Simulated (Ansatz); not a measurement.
# SrCo3 (AuCu3 type): response to moved atoms and strain

How does SrCo3 (AuCu3 type) push back when it is distorted? Each run changes the relaxed cell in one way. This structure was made by substitution into a known type, so it needn't be the compound's stable form.

Method: DFT PBEsol, scalar-relativistic, plane waves, PAW, in Ansatz 0.2.0.

## Step 1: The starting structure

Symmetry: Pm-3m, No. 221, cubic system. Conventional cell: a = 3.910 Å, b = 3.910 Å, c = 3.910 Å, α = 90.00°, β = 90.00°, γ = 90.00°. Around Sr (site symmetry m-3m) lie 12 Co at 2.76 Å. Co (site symmetry 4/mmm) is surrounded by 4 Sr at 2.76 Å and 8 Co at 2.76 Å.

Structure file:

```
Sr Co
1.0
     3.91021    0.00000    0.00000
     0.00000    3.91021    0.00000
     0.00000    0.00000    3.91021
Sr Co
1 3
Direct
  0.00000 0.00000 0.00000
  0.00000 0.50000 0.50000
  0.50000 0.50000 0.00000
  0.50000 0.00000 0.50000
```

An earlier run at PBEsol left this cell at 14.947 Å³/atom and -0.03 GPa (8×8×8 mesh).

The changes: atom 3 (Co) moved 0.02 Å along y; strain e6 = +0.01, atoms carried along.

## Step 2: Atom 3 (Co) moved 0.02 Å along y

Contents of input.yaml:

```yaml
crystal:
  lattice:
    - [3.9102078348, 0.0, 0.0]
    - [0.0, 3.9102078348, 0.0]
    - [0.0, 0.0, 3.9102078348]
  atoms:
    - { symbol: Sr, position: [0.0, 0.0, 0.0] }
    - { symbol: Co, position: [0.0, 0.5, 0.5], spin: 1.62 }
    - { symbol: Co, position: [0.5, 0.5051148176, 0.0], spin: 1.62 }
    - { symbol: Co, position: [0.5, 0.0, 0.5], spin: 1.62 }
basis:
  ecutwfc: 420
  ecutrho_ratio: 4
kpoints:
  mp_grid: { grid: [8, 8, 8] }
hamiltonian:
  xc: pbesol
scf:
  occupations: { method: gaussian, width: 0.05 }
  lower_state_search: "off"
output:
  forces: true
  stress: true
  eigenvalues: true
  populations: true
magnetization:
  spin_polarized: true
checkpoint:
  read: start.run
  write: ck
  compress: false
  write_wavefunctions: false
  write_every: 100000
```

start.run holds the converged state of the cell before the atoms were moved.

After this run come: Strain e6 = +0.01, atoms carried along.

Before running it: what results should come out? Wanted: for each run, change; change of free energy; largest force; largest change of stress.

**Answer**, as computed:

| change | change of free energy (meV/atom) | largest force (eV/Å) | largest change of stress (GPa) |
| --- | --- | --- | --- |
| atom 3 (Co) moved 0.02 Å along y | 0.18 | 0.098 | 0.01 |
| strain e6 = +0.01, atoms carried along | 0.11 | 0.000 | 0.24 |

Moving atom 3 by 0.02 Å meets a restoring force of 0.072 eV/Å along the move, a force constant of about 3.6 eV/Å². The strain e6 = +0.01 changes that stress component by -0.24 GPa (compression positive), a ratio of 24 GPa; that is a secant over a finite strain with the atoms carried along, not the elastic constant. No change lowers the energy by more than 0.5 meV/atom; other distortions weren't tried.
